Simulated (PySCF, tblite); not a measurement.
**C₅H₁₂SSi: geometry, infrared bands and NMR shifts**

Wanted: the infrared bands and NMR shifts of C₅H₁₂SSi (`[SiH3]C1CCSCC1`), by calculation.

Computed with tblite 0.8.0 and PySCF 2.14.0, with density-fitted response routines of our own, on a single molecule in the gas phase. Atoms count from 0, in the outputs and in this text.

## (1) The starting structure

19 atoms, charge 0, multiplicity 1; geometry from: force field or distance geometry start.

Bonds of the start (Å): Si0–C1 1.91, C1–C2 1.53, C2–C3 1.52, C3–S4 1.81, S4–C5 1.81, C5–C6 1.52, C6–C1 1.54, Si0–H7 1.48, Si0–H8 1.49, Si0–H9 1.49, C1–H10 1.10, C2–H11 1.10, C2–H12 1.10, C3–H13 1.08, C3–H14 1.10, C5–H15 1.09, C5–H16 1.10, C6–H17 1.11, C6–H18 1.09.

## (2) Geometry optimisation with GFN2-xTB

Job settings and geometry (Å):

```
{"job": {"kind": "relax", "xc": "GFN2-xTB", "basis": "xTB"}, "charge": 0, "multiplicity": 1}
Si    -2.038800    -0.558900     1.268700
C     -0.338000    -0.083100     0.544100
C     -0.375800     1.212500    -0.268500
C      0.985100     1.699200    -0.748100
S      1.784800     0.477300    -1.815500
C      1.713400    -0.956300    -0.720300
C      0.296700    -1.242100    -0.255200
H     -2.986100    -0.822000     0.161700
H     -2.550800     0.564800     2.096700
H     -1.913400    -1.769800     2.119300
H      0.297300     0.093100     1.430800
H     -0.831700     2.014100     0.336800
H     -1.053800     1.093100    -1.128700
H      0.885400     2.627700    -1.299000
H      1.636800     1.900400     0.117800
H      2.109600    -1.820300    -1.247200
H      2.379700    -0.774600     0.141100
H      0.323900    -2.156200     0.369600
H     -0.334200    -1.489800    -1.111400
```

On the command line:

```bash
OMP_NUM_THREADS=1 python probes_run.py task.json out
```

One launch serves the whole session: the jobs run in the order shown.

**Question.** This job is followed by: GFN2-xTB harmonic vibrations, gas phase; GIAO PBE0/pcSseg-1 NMR shielding, non-relativistic, gas phase. What will the session give for the following? strongest single infrared mode (GFN2-xTB); zero-point energy (GFN2-xTB); 13C shifts against TMS (PBE0/pcSseg-1, means over atoms taken as alike); 1H shifts against TMS (PBE0/pcSseg-1, means over atoms taken as alike); 29Si shifts against TMS (PBE0/pcSseg-1); 33S shifts against CS2 (PBE0/pcSseg-1).

**Answer**, as computed:

```
                                                               quantity                                   value
                              strongest single infrared mode (GFN2-xTB)                    792 cm⁻¹, 458 km/mol
                                           zero-point energy (GFN2-xTB)                           96.6 kcal/mol
13C shifts against TMS (PBE0/pcSseg-1, means over atoms taken as alike)                    37.7, 34.6, 25.5 ppm
 1H shifts against TMS (PBE0/pcSseg-1, means over atoms taken as alike)  3.67, 2.65, 2.54, 1.95, 1.48, 0.76 ppm
                                29Si shifts against TMS (PBE0/pcSseg-1)                               -60.8 ppm
                                 33S shifts against CS2 (PBE0/pcSseg-1)                                   6 ppm
```

**Reading.** Relaxing lowered the energy by 0.087 eV in 27 steps; the close pair that moved most is Si0–H8, from 1.487 to 1.463 Å. All 51 modes are real, so the xTB geometry is a minimum. The strongest single mode, at 792 cm⁻¹, is spread over several atoms, H9, H8, H7, Si0 among them. GFN2-xTB is a fitted tight-binding method: band positions and strengths are rough. Its intensities can rank the bands wrongly. At PBE0/pcSseg-1: The widest tensor belongs to S4: span 250 ppm, with a paramagnetic part of -557 ppm.
